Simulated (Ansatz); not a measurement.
The system is Rb3Ba.

```xyz
4
Lattice="-3.3715 3.3715 7.3713 3.3715 -3.3715 7.3713 3.3715 3.3715 -7.3713" Properties=species:S:1:pos:R:3 pbc="T T T"
Ba    0.0000    0.0000    0.0000
Rb    0.0000    0.0000    7.3713
Rb    3.3715    0.0000    3.6857
Rb    0.0000    3.3715    3.6857
```

The cell comes from a database or a generator and needn't be the stable form of this composition.

```yaml
Program: Ansatz 0.2.0
Task: relaxation of cell and atoms
Functional: RPBE
Potentials_or_basis: Ansatz PAW
Cutoff: "420 eV (not typed: the program's choice for these potentials)"
k_mesh: 6 × 6 × 6
Occupations: fermi-dirac, width 0.05 eV
Spin: no spin polarisation
```

At the start: volume 83.79 Å³/atom.

Task: Where does the relaxation end?

Result: It ends after 5 steps and the volume is 91.96 Å³/atom (+9.8 %); space group I4/mmm (No. 139, to 0.05 Å).

Step by step:
| step | energy change (eV) | largest force (eV/Å) | volume (Å³) |
| --- | --- | --- | --- |
| 1 | 0.0000 | 0.0000 | 335.15 |
| 2 | -0.0090 | 0.0000 | 339.59 |
| 3 | -0.0338 | 0.0000 | 365.12 |
| 4 | -0.0341 | 0.0000 | 367.85 |
| 5 | -0.0342 | 0.0000 | 367.85 |

Final structure:
```cif
data_structure
_symmetry_space_group_name_H-M 'P 1'
_symmetry_Int_Tables_number 1
_cell_length_a 9.0102
_cell_length_b 9.0102
_cell_length_c 9.0102
_cell_angle_alpha 134.373
_cell_angle_beta 134.373
_cell_angle_gamma 66.506
_cell_volume 367.85
loop_
_atom_site_label
_atom_site_type_symbol
_atom_site_fract_x
_atom_site_fract_y
_atom_site_fract_z
_atom_site_occupancy
Ba1 Ba 0.00000 0.00000 0.00000 1
Rb1 Rb 0.50000 0.50000 0.00000 1
Rb2 Rb 0.25000 0.75000 0.50000 1
Rb3 Rb 0.75000 0.25000 0.50000 1
```

Caveat: the plane-wave basis is chosen anew once the cell has moved, so the energies of steps on either side of that aren't comparable; the PAW data sets come from PBE, with cores solved anew for the run's functional, which leaves a small shift of forces and pressure.
